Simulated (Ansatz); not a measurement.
# Cl2GaH: the cost of one run

Method: RKS revPBE/def2-SVP, in Ansatz 0.2.0.

**1. The system as given**

Bond lengths: Ga1–H2 1.770 Å, Ga1–Cl3 2.440 Å, Ga1–Cl4 2.240 Å. Angles: H2–Ga1–Cl3 49.7°, H2–Ga1–Cl4 150.9°, Cl3–Ga1–Cl4 159.4°.

Structure file:

```xyz
4

Ga    0.0000    0.0000    0.0000
H     0.9098    0.0000    1.5183
Cl    2.4075    0.0000    0.3969
Cl   -1.9398    0.0000   -1.1200
```

**2. Pulling towards end A**

Springs on the bonds that form and break draw the guess towards this end; the thresholds are loose.

Input file input.yaml:

```yaml
crystal:
  periodic: [false, false, false]
  atoms:
    - { symbol: Ga, position_ang: [0.0, 0.0, 0.0] }
    - { symbol: H, position_ang: [0.9098, 0.0, 1.5183] }
    - { symbol: Cl, position_ang: [2.4075, 0.0, 0.3969] }
    - { symbol: Cl, position_ang: [-1.9398, 0.0, -1.12] }
basis:
  gaussian: { orbitals: def2-SVP }
hamiltonian:
  xc: revpbe
relax:
  f_tol: 0.15
  max_steps: 25
  restrain:
    - { distance: [1, 2], at: 2.57, k: 30.0 }
    - { distance: [0, 1], at: 1.57, k: 30.0 }
    - { distance: [0, 2], at: 2.24, k: 30.0 }
output:
  orbitals: {}
```

Started as:

```sh
ansatz run input.yaml --threads 1 --pin off --max-ram 2048MiB --backend cpu --events-out ev --progress --plain --runs-dir out
```

Q: Estimate wall time and peak memory on 1 thread of Arm Neoverse V1, shared host.

About 12 s, with a peak of 0.12 GiB.
